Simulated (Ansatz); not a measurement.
Write a Python script for Ansatz's Python interface that makes harmonic frequencies at the relaxed geometry of GeH3OP, SMILES [O]1[PH][GeH2]1. Settings (for the species named): PBE0, def2-SVP basis, multiplicity 1, D4 dispersion.

Input file `geh3op.xyz`:
```text
6

O     0.98450   -0.50180    0.70770
P    -0.46360   -1.44550    0.44410
Ge   -0.18590    0.79290    0.00380
H     0.02950   -1.84340   -0.88860
H     0.27930    1.14730   -1.44420
H    -0.60180    1.78650    1.13100
```

Script `geh3op_freq.py`:
```python
"""Harmonic frequencies of GeH3OP at its relaxed geometry."""

import warnings

import ansatz as az
import numpy as np


def main() -> None:
    warnings.simplefilter("ignore", az.DeckWarning)

    geometry = az.Crystal.molecule_from_extxyz("geh3op.xyz")

    calculation = geometry.calculation().basis(gaussian="def2-SVP").functional("pbe0", dispersion="d4")
    symbols = [site.symbol for site in geometry.cartesian_sites]
    start = np.array([site.position_ang for site in geometry.cartesian_sites], dtype=float)
    summary = calculation.relax(force_tolerance=0.003).run().report
    end = np.array(summary["positions_ang"])

    print("bond        before    after (A)")
    for i, j in [(0, 1), (0, 2), (1, 2), (1, 3), (2, 4), (2, 5)]:
        d0, d1 = (np.linalg.norm(xyz[i] - xyz[j]) for xyz in (start, end))
        print(f"{symbols[i]}{i}-{symbols[j]}{j}".ljust(10), f"{d0:8.4f} {d1:8.4f}")

    # frequencies need a stationary point, so they are taken at the relaxed geometry
    minimum = az.Crystal.molecule()
    for symbol, xyz in zip(symbols, end):
        minimum = minimum.atom(symbol, xyz.tolist())
    vibrating = (
        minimum.calculation()
        .basis(gaussian="def2-SVP")
        .functional("pbe0", dispersion="d4")
        .phonons(temperatures=(298.15, 498.15, 100))
    )
    vib = vibrating.run().report["vibrations"]
    sums = vib["harmonic_sums"]
    modes = [m["omega_inv_cm"] for m in sums["modes_at_gamma"] if m["rigid_motion"] == "no"]
    print("frequencies (1/cm):", " ".join(f"{w:.0f}" for w in modes))
    print("imaginary modes:", sum(w < 0 for w in modes), " zero-point energy:", round(sums["zero_point_energy_ev"], 4), "eV")
    print("T (K)   F_vib (eV)   S_vib (meV/K)   C_vib (meV/K)")
    for row in zip(sums["temperatures_k"], sums["vibrational_free_energy_ev"], vib["entropy_ev_per_k"], vib["heat_capacity_ev_per_k"]):
        print(f"{row[0]:6.1f} {row[1]:11.4f} {1000 * row[2]:13.4f} {1000 * row[3]:15.4f}")


if __name__ == "__main__":
    main()
```

```console
$ python geh3op_freq.py
bond        before    after (A)
O0-P1        1.7484   1.7198
O0-Ge2       1.8819   1.8366
P1-Ge2       2.2981   2.2399
P1-H3        1.4757   1.4457
Ge2-H4       1.5616   1.5296
Ge2-H5       1.5591   1.5287
frequencies (1/cm): 409 436 446 590 657 674 785 862 936 2186 2208 2291
imaginary modes: 0  zero-point energy: 0.7737 eV
T (K)   F_vib (eV)   S_vib (meV/K)   C_vib (meV/K)
 298.1      0.7584        0.1843          0.3797
 398.1      0.7336        0.3130          0.5084
 498.1      0.6960        0.4372          0.5990
```

The frequencies are harmonic and unscaled, in a modest basis. The result belongs to the one conformer reached from this start, and soft torsions count as harmonic oscillators. Timing: 88 s on 1 thread of Arm Neoverse V2 (shared host), peak memory 0.24 GiB.

(Lines on the test bed's own set-up are left out of the output.)
